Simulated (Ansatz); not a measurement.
# P: the cost of one run

Method: DFT LDA, scalar-relativistic, plane waves, PAW, in Ansatz 0.2.0.

**1. The structure to begin with**

Symmetry: Cmce, No. 64, orthorhombic system. Conventional cell: a = 3.316 Å, b = 10.484 Å, c = 4.379 Å, α = 90.00°, β = 90.00°, γ = 90.00°. Around P (site symmetry m) lie 3 P at 2.22 to 2.24 Å.

Coordinates:

```cif
data_structure
_symmetry_space_group_name_H-M 'P 1'
_symmetry_Int_Tables_number 1
_cell_length_a 5.4980
_cell_length_b 5.4980
_cell_length_c 4.3793
_cell_angle_alpha 90.000
_cell_angle_beta 90.000
_cell_angle_gamma 144.893
_cell_volume 76.13
loop_
_atom_site_label
_atom_site_type_symbol
_atom_site_fract_x
_atom_site_fract_y
_atom_site_fract_z
_atom_site_occupancy
P1 P 0.89838 0.10162 0.08068 1
P2 P 0.60162 0.39838 0.58068 1
P3 P 0.10162 0.89838 0.91932 1
P4 P 0.39838 0.60162 0.41932 1
```

Source of the structure: the Crystallography Open Database.

(A quick probe on a coarse mesh, which set the mesh and smearing, is not shown.)

**3. The relaxation**

Contents of input.yaml:

```yaml
crystal:
  lattice:
    - [1.6582, -5.242, 0.0]
    - [1.6582, 5.242, 0.0]
    - [0.0, 0.0, 4.3793]
  atoms:
    - { symbol: P, position: [0.89838, 0.10162, 0.08068] }
    - { symbol: P, position: [0.60162, 0.39838, 0.58068] }
    - { symbol: P, position: [0.10162, 0.89838, 0.91932] }
    - { symbol: P, position: [0.39838, 0.60162, 0.41932] }
basis:
  ecutwfc: 420
kpoints:
  mp_grid: { grid: [12, 12, 8] }
hamiltonian:
  xc: lda
scf:
  occupations: { method: gaussian, width: 0.01 }
output:
  forces: true
  stress: true
  eigenvalues: true
relax:
  adjacent_minimum: "off"
  f_tol: 0.005
  max_steps: 80
  cell: { stress_tol: 0.05 }
```

Launch:

```sh
$ ansatz run input.yaml --threads 4 --pin off --max-ram 10240MiB --backend cpu --events-out ev --progress --plain --runs-dir out
```

Q: Estimate wall time and peak memory on 4 threads of Arm Neoverse V2, shared host.

About 25 s, with a peak of 0.51 GiB.
